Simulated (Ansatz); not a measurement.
# C2H3BOS: small, medium and large basis sets

An exercise on one series of results from a longer session: the logs are not shown, and one member is left open.

Method: one geometry, several basis sets; program: Ansatz 0.2.0, Gaussian basis.

The runs, in order: PBE0-D4/def2-SVP; ωB97M-V/def2-SVP; PBE0-D4/def2-QZVPP; ωB97M-V/def2-QZVPP; the functionals' def2-TZVPP values are taken from earlier runs.

## Structure used throughout

All runs share one geometry, relaxed beforehand with PBE0-D4 in a triple-zeta def2 set.

SMILES `BOC#CS`, 8 atoms, charge 0, spin multiplicity 1.

Atoms are counted from 1 here; the program's logs count them from 0.

Bond lengths: B1–O2 1.367 Å, B1–H6 1.190 Å, B1–H7 1.193 Å, O2–C3 1.297 Å, C3–C4 1.202 Å, C4–S5 1.680 Å, S5–H8 1.346 Å. Angles: O2–B1–H6 115.0°, O2–B1–H7 119.5°, H6–B1–H7 125.5°, B1–O2–C3 124.8°, O2–C3–C4 177.3°, C3–C4–S5 174.9°, C4–S5–H8 97.3°.

Geometry (Å):

```
B     0.3822    1.9387    0.4325
O     1.0344    0.8475   -0.0713
C     0.4977   -0.3212   -0.2422
C     0.0509   -1.4225   -0.4204
S    -0.4402   -3.0008   -0.7217
H     1.0419    2.9257    0.5152
H    -0.7646    1.8440    0.7480
H    -1.7102   -2.8685   -0.2959
```

Set-up of the first run:

in.yaml

```yaml
crystal:
  periodic: [false, false, false]
  atoms:
    - {symbol: B, position_ang: [0.382164, 1.938704, 0.432479]}
    - {symbol: O, position_ang: [1.034373, 0.847527, -0.071339]}
    - {symbol: C, position_ang: [0.497722, -0.321225, -0.242176]}
    - {symbol: C, position_ang: [0.050925, -1.422464, -0.420359]}
    - {symbol: S, position_ang: [-0.440238, -3.000801, -0.721708]}
    - {symbol: H, position_ang: [1.041893, 2.925723, 0.515213]}
    - {symbol: H, position_ang: [-0.764564, 1.843952, 0.747977]}
    - {symbol: H, position_ang: [-1.710175, -2.868516, -0.295886]}
basis:
  gaussian: {orbitals: def2-SVP}
hamiltonian: {xc: pbe0, dispersion: d4}
output: {orbitals: {seedname: orbitals}}
```

Started as:

```
$ ansatz run in.yaml --threads 2 --pin off --events-out ev --progress --plain --max-ram 4352MiB
```

Steps of the session up to this table: PBE0-D4 in def2-SVP; ωB97M-V in def2-SVP; PBE0-D4 in def2-QZVPP; ωB97M-V in def2-QZVPP.

One of the session's tables, all rows but one given; the rest of the session is left out.

It belongs to the step «Density functionals: the series». 

| functional | basis | HOMO (eV) |
| --- | --- | --- |
| PBE0-D4 | def2-SVP | -6.56 |
| PBE0-D4 | def2-TZVPP | -6.62 |
| PBE0-D4 | def2-QZVPP | -6.64 |
| ωB97M-V | def2-SVP | -8.61 |
| ωB97M-V | def2-TZVPP | ? |
| ωB97M-V | def2-QZVPP | -8.72 |

**Question.** Estimate the row for ωB97M-V, def2-TZVPP.

As computed: HOMO (eV): -8.70. In the column «HOMO (eV)» it lies between ωB97M-V, def2-QZVPP (-8.72) and ωB97M-V, def2-SVP (-8.61).
